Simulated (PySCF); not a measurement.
The system is NGaF2H2, in a box.

```xyz
6
Lattice="12.0000 0.0000 0.0000 0.0000 13.0000 0.0000 0.0000 0.0000 11.0000" Properties=species:S:1:pos:R:3 pbc="T T T"
N     5.4727    7.6662    5.2442
Ga    6.0544    5.9871    5.4588
F     7.4552    5.6009    6.4146
F     5.3149    4.6347    4.6535
H     5.7953    8.4073    5.8426
H     4.5707    7.8545    4.8415
```

Base run:

| Item | Value |
| --- | --- |
| Program | PySCF 2.14.0 |
| Functional | LDA |
| Potentials or basis | 6-31g* (all-electron) |
| k mesh | 1 × 1 × 1 |
| Occupations | fixed |
| Spin | no spin polarisation |

Its results: gap between the frontier levels 4.44 eV.

Question: After a change of settings the same cell gave: gap between the frontier levels 6.74 eV. Which change was it?
A. functional from LDA to r2SCAN50; dispersion from none to D3(BJ)
B. functional from LDA to M06-L; dispersion from none to D3
C. functional from LDA to M06; dispersion from none to D4

Answer: C.

Caveats: this is a molecule in a periodic box at the Γ point, so its band gap is the HOMO-LUMO gap; relativity is left out, which matters for the heavier elements; the basis of atomic orbitals isn't converged, which shifts pressures, moduli and gaps.

Runs at the PBE level aren't shown here.
